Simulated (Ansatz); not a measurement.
# FGaHS: the cost of one run

All numbers are computed with the Python package of Ansatz 0.2.0. Level of theory: CAM-B3LYP/def2-SVP.

### 1 Starting point

Bond lengths: F1–Ga2 1.701 Å, Ga2–S3 2.340 Å, S3–H4 1.498 Å. Angles: F1–Ga2–S3 105.6°, Ga2–S3–H4 102.6°.

No structure file is read: the coordinates are typed or built in the script.

### 2 Script

adiabatic.py

```python
"""Vertical and adiabatic ionisation of FGaHS."""

from dataclasses import dataclass
import itertools

import ansatz as az
from ase import Atoms
from ase.data import atomic_numbers, covalent_radii
import numpy as np


@dataclass(frozen=True)
class Options:
    basis: str = "def2-SVP"
    xc: str = "cam_b3lyp"
    net_charge: int = 1


opts = Options()

atoms = Atoms(["F", "Ga", "S", "H"], positions=[
    (0.2292, -0.1935, 1.7879),
    (-1.0386, 0.358, 0.7977),
    (-0.2338, 0.2177, -1.3948),
    (1.0988, -0.4425, -1.2111),
])
molecule = az.Crystal.molecule_from_ase(atoms)

model = (
    molecule.calculation()
    .basis(gaussian=opts.basis)
    .functional(opts.xc)
    .spin("collinear", total=1)
)
symbols = [site.symbol for site in molecule.cartesian_sites]
start = np.array([site.position_ang for site in molecule.cartesian_sites], dtype=float)
rep = model.relax(force_tolerance=0.01, max_steps=100).run(threads=1, backend="cpu").report
end = np.array(rep["positions_ang"])

minimum = az.Crystal.molecule()
for symbol, place in zip(symbols, end):
    minimum = minimum.atom(symbol, place.tolist())
ion = minimum.calculation().basis(gaussian=opts.basis).functional(opts.xc).charge(opts.net_charge)
vertical = ion.run(threads=1, backend="cpu").report
settled = ion.relax(force_tolerance=0.01, max_steps=80).run(threads=1, backend="cpu").report
print(f"vertical ionisation energy   {vertical['free_energy_ev'] - rep['free_energy_ev']:.3f} eV")
print(f"adiabatic, no zero point     {settled['free_energy_ev'] - rep['free_energy_ev']:.3f} eV")
print(f"relaxation energy of the ion {vertical['free_energy_ev'] - settled['free_energy_ev']:.3f} eV")
ionised = np.array(settled["positions_ang"])
# pairs closer than 1.2 times the sum of covalent radii, before or after
radius = [covalent_radii[atomic_numbers[s]] for s in symbols]
span = lambda where, i, j: np.linalg.norm(where[i] - where[j])
bonded = [(i, j) for i, j in itertools.combinations(range(len(symbols)), 2) if min(span(end, i, j), span(ionised, i, j)) < 1.2 * (radius[i] + radius[j])]
print("pair        before    after (A)")
for i, j in bonded:
    print(f"{symbols[i]}{i}-{symbols[j]}{j}".ljust(10), f"{span(end, i, j):8.4f} {span(ionised, i, j):8.4f}")
```

### 3 The input behind the calls

The engine receives this input (first run):

```yaml
crystal:
  periodic: [false, false, false]
  atoms:
    - { symbol: F, position_ang: [0.2292, -0.1935, 1.7879] }
    - { symbol: Ga, position_ang: [-1.0386, 0.358, 0.7977] }
    - { symbol: S, position_ang: [-0.2338, 0.2177, -1.3948] }
    - { symbol: H, position_ang: [1.0988, -0.4425, -1.2111] }
basis:
  gaussian:
    orbitals: def2-SVP
hamiltonian:
  xc: cam_b3lyp
magnetization:
  spin_polarized: true
  initial_magnetization: 1.0
relax:
  f_tol: 0.01
  max_steps: 100
```

### 4 The run

Started as:

```bash
python adiabatic.py
```

Q: Estimate wall time and peak memory on 1 thread of Arm Neoverse V2, shared host.

About 50 s, with a peak of 0.28 GiB.
